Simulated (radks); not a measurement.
# Spin polarisation of the 3d shell in Fe²⁺

The task here is to estimate one member of a computed series from the others.

The numbers are computed with radks (a radial shooting solver on a logarithmic mesh, Libxc functionals) version 1 (scalar-relativistic Kohn-Sham, r2SCAN, spin-polarised, spherical densities, finite nucleus), except any that are marked as measured or tabulated.

## The system

```
element            : iron (Z = 26)
charge             : +2
electrons          : 24
configuration      : [Ar] 3d(up 3, down 3)
nuclear rms radius : 3.7377 fm
```

A shell typed twice in an input gives spin up, then spin down.

The first run:

Input:

```text
Z 26
configuration [Ar] 3d3 3d3
relativity scalar-relativistic
functional r2scan,r2scan
spin polarised
nucleus finite rms 3.7377 fm
c 137.035999084
```

Started as:

```console
$ python run_ks.py task.json out
```

This one command runs every case of the session in turn.

Steps of the session up to this table: No moment.

One table of the session follows, with a row left open; its other results are not shown here.

It belongs to the step «No moment». From the orbitals of this run (lengths in bohr):

| level | <r> | outermost maximum (interpolated) | 90 % within | nodes |
| --- | --- | --- | --- | --- |
| 1s | 0.05846 | 0.0383 | 0.104 | 0 |
| 2s | ? | ? | ? | ? |
| 2p | 0.2354 | 0.180 | 0.385 | 0 |
| 3s | 0.8112 | 0.701 | 1.21 | 2 |
| 3p | 0.8582 | 0.714 | 1.32 | 1 |
| 3d | 1.076 | 0.715 | 1.85 | 0 |

**Question.** Estimate the row for 2s.

**Answer.** <r>: 0.2663; outermost maximum (interpolated): 0.222; 90 % within: 0.413; nodes: 1. In the column «<r>» it lies between 2p (0.2354) and 3s (0.8112).
